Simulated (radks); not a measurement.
# Kr⁴⁺ in [Ar] 3d10 4s2 4p2: an all-electron calculation

One table from this session's results is given with a row withheld; the runs are named, their logs left out.

The numbers are computed with radks (a radial shooting solver on a logarithmic mesh, Libxc functionals) version 1 (scalar-relativistic Kohn-Sham, BLYP, spin-polarised, spherical densities, finite nucleus; open shells are filled with parallel spins first), except any that are marked as measured or tabulated.

### The atom as given

- element: krypton (Z = 36)
- charge: +4
- electrons: 32
- configuration: [Ar] 3d10 4s2 4p2
- nuclear rms radius: 4.1884 fm

Outer shells as boxes (Hund's rule):

Kr⁴⁺
```
[Ar] core
3d [↑↓][↑↓][↑↓][↑↓][↑↓]
4s [↑↓]
4p [↑ ][↑ ][  ]
```

Set-up of the first run:

Input:

```text
Z 36
configuration [Ar] 3d10 4s2 4p2
relativity scalar-relativistic
functional b88,lyp
spin polarised
nucleus finite rms 4.1884 fm
c 137.035999084
```

Command:

```bash
$ python run_ks.py task.json out
```

This one command runs every case of the session in turn.

One table of the session follows, with a row left open; its other results are not shown here.

It belongs to the step «Orbitals and density». From the orbitals of this run (lengths in bohr):

```
  level      <r>  outermost maximum (interpolated)  90 % within  nodes
  1s up  0.04149                            0.0271       0.0742      0
1s down  0.04149                            0.0271       0.0742      0
  2s up   0.1835                             0.154        0.284      1
2s down   0.1835                             0.154        0.284      1
  2p up   0.1601                             0.123        0.261      0
2p down   0.1601                             0.123        0.261      0
  3s up   0.5300                             0.467        0.788      2
3s down   0.5298                             0.467        0.788      2
  3p up   0.5399                             0.463        0.823      1
3p down   0.5395                             0.463        0.822      1
  3d up   0.5530                             0.410        0.905      0
3d down   0.5512                             0.410        0.901      0
  4s up    1.429                              1.28         2.07      3
4s down        ?                                 ?            ?      ?
  4p up    1.595                              1.42         2.33      2
4p down    1.607                              1.41         2.37      2
```

Estimate the missing values for 4s down.

The run gave: <r>: 1.429; outermost maximum (interpolated): 1.27; 90 % within: 2.08; nodes: 3.

Limits of these values: Open shells are spherical and high-spin; term and fine-structure splittings are not resolved.
